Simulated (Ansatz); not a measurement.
**GaH₂ (doublet): B2PLYP, RPA-PBE over a scan of the angle H2–Ga1–H3, aug-cc-pVDZ**

How well do these functionals follow the top wave-function level for GaH₂ (doublet) over a scan of the angle H2–Ga1–H3?

The runs use Ansatz 0.2.0, Gaussian basis; aug-cc-pVDZ, all electrons in the functionals, frozen cores in the correlation of double hybrids and RPA.

The runs, in order: B2PLYP, RPA-PBE, at 70.6°; 84.4°; 101.7°; 120.5°; 123.2°; 143.2°; 156.3°; 180.0°.

16 further runs of the same task are left out: 11 that didn't finish, 5 set aside as unsound or not needed.

### 1 The geometry

The geometry derives from a PBE0/def2-TZVP stationary point (not a proven minimum). One angle is set to the value named; bond lengths are kept. No spin-orbit coupling is included. The filled d shell of Ga may be among the frozen orbitals whatever the setting's name suggests; the logs give the count.

3 atoms, charge 0, spin multiplicity 2.

Atoms are counted from 1 here; the program's logs count them from 0.

Bond lengths: Ga1–H2 1.593 Å, Ga1–H3 1.593 Å. Angles: H2–Ga1–H3 120.5°.

Geometry (Å):

```xyz
3
GaH2
Ga    0.0000   -0.0222    0.0000
H     0.0000    0.7688   -1.3831
H     0.0000    0.7688    1.3831
```

No dispersion term is added.

The geometry shown and the zero of energy belong to the point 120.5°. The yardstick, FCI, and other wave-function levels (R restricted, U unrestricted, valence and pair active spaces) come from earlier runs.

### 2 B2PLYP, 70.6°

Contents of in.yaml:

```yaml
crystal:
  periodic: [false, false, false]
  atoms:
    - {symbol: Ga, position_ang: [0.000000, -0.036542, 0.000000]}
    - {symbol: H, position_ang: [0.000000, 1.263860, -0.920735]}
    - {symbol: H, position_ang: [0.000000, 1.263860, 0.920735]}
basis:
  gaussian: {orbitals: aug-cc-pVDZ}
magnetization: {spin_polarized: true, initial_magnetization: 1}
hamiltonian: {xc: {name: B2PLYP}}
correlation: {electrons: outside_noble_gas}
```

Command:

```
$ ansatz run in.yaml --threads 1 --pin off --events-out ev --progress --plain --max-ram 2393MiB
```

After this run come: B2PLYP, 84.4°; B2PLYP, 101.7°; B2PLYP, 120.5°; B2PLYP, 123.2°; B2PLYP, 143.2°; B2PLYP, 156.3°; B2PLYP, 180.0°; RPA-PBE, 70.6°; RPA-PBE, 84.4°; RPA-PBE, 101.7°; RPA-PBE, 120.5°; RPA-PBE, 123.2°; RPA-PBE, 143.2°; RPA-PBE, 156.3°; RPA-PBE, 180.0°.

**Question.** What will the summary of the whole plan be? Wanted: span of the FCI curve; largest miss, B2PLYP; largest miss, RPA-PBE.

**Answer**, as computed:

| quantity | value |
| --- | --- |
| span of the FCI curve | 27.7 kcal/mol |
| largest miss, B2PLYP | +0.5 kcal/mol (70.6°) |
| largest miss, RPA-PBE | -1.7 kcal/mol (70.6°) |

**Reading.** Of the functionals, B2PLYP keep the smallest largest miss at the points compared (at most 0.5 kcal/mol) and RPA-PBE strays most (1.7 kcal/mol, at 70.6°). Functionals and the yardstick converge differently with the basis, so part of each miss in aug-cc-pVDZ is the basis.
